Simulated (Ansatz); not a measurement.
**GeCF (sextet): wave-function methods side by side, cc-pVDZ**

The task here is to estimate one member of a computed series from the others.

Computed with Ansatz 0.2.0, Gaussian basis. Level: cc-pVDZ, core rule «outside noble gas», up to 16 orbitals frozen.

The runs, in order: UHF; CCSD(T) on ROHF; CCSD(T) on UHF; BCCD(T) on ROHF; CISD; CCSDT(Q) on ROHF; CCSDT(Q) on UHF.

33 further runs of the same task are left out: 10 for a known fault of the program, 8 that didn't finish, 15 set aside as unsound or not needed.

## The system

The geometry is a PBE0/def2-TZVP stationary point (not a proven minimum) of the parent state, kept for this charge and spin. No spin-orbit coupling is included. The filled d shell of Ge may be among the frozen orbitals whatever the setting's name suggests; the logs give the count.

3 atoms, charge 0, spin multiplicity 6.

Atoms are counted from 1 here; the program's logs count them from 0.

Bond lengths: C1–Ge2 1.970 Å, Ge2–F3 1.753 Å. Angles: C1–Ge2–F3 100.8°.

The first run:

File in.yaml:

```yaml
crystal:
  periodic: [false, false, false]
  atoms:
    - {symbol: C, position_ang: [0.000000, -1.003813, 1.529108]}
    - {symbol: Ge, position_ang: [0.000000, 0.345191, 0.093628]}
    - {symbol: F, position_ang: [0.000000, -0.685225, -1.324681]}
basis:
  gaussian: {orbitals: cc-pVDZ}
magnetization: {spin_polarized: true, initial_magnetization: 5}
hamiltonian: {xc: hf}
output: {orbitals: {seedname: orbitals}}
```

Run with:

```console
ansatz run in.yaml --threads 1 --pin off --events-out ev --progress --plain --max-ram 2393MiB
```

Steps of the session up to this table: UHF; CCSD(T) on ROHF; CCSD(T) on UHF; BCCD(T) on ROHF; CISD; CCSDT(Q) on ROHF; CCSDT(Q) on UHF.

One table of the session follows, with a row left open; its other results are not shown here.

It belongs to the step «Misses and costs». 

```
   method  from UCCSDT(Q) (meV)
     ROHF               +8806.4
      UHF               +8689.7
     RMP2                +833.9
     UMP2                +818.6
    RCCSD                +252.3
    UCCSD                +235.7
 RCCSD(T)                     ?
 UCCSD(T)                 +50.4
  BCCD(T)                 +61.7
   RCCSDT                 +36.3
   UCCSDT                 +21.2
RCCSDT(Q)                 +19.1
UCCSDT(Q)                     0
```

Q: Estimate the row for RCCSD(T) from the others.

As computed: from UCCSDT(Q) (meV): +65.4. In the column «from UCCSDT(Q) (meV)» it lies between BCCD(T) (+61.7) and UCCSD (+235.7).

Not comparable, so not listed: CISD (they don't share determinant, frozen orbitals or solution with the rows shown, or repeat one).

Limits of these values: Restricted and unrestricted rows rest on different reference determinants; where their highest levels disagree by more than a few hundredths of an eV, they describe different states and don't form one ladder.
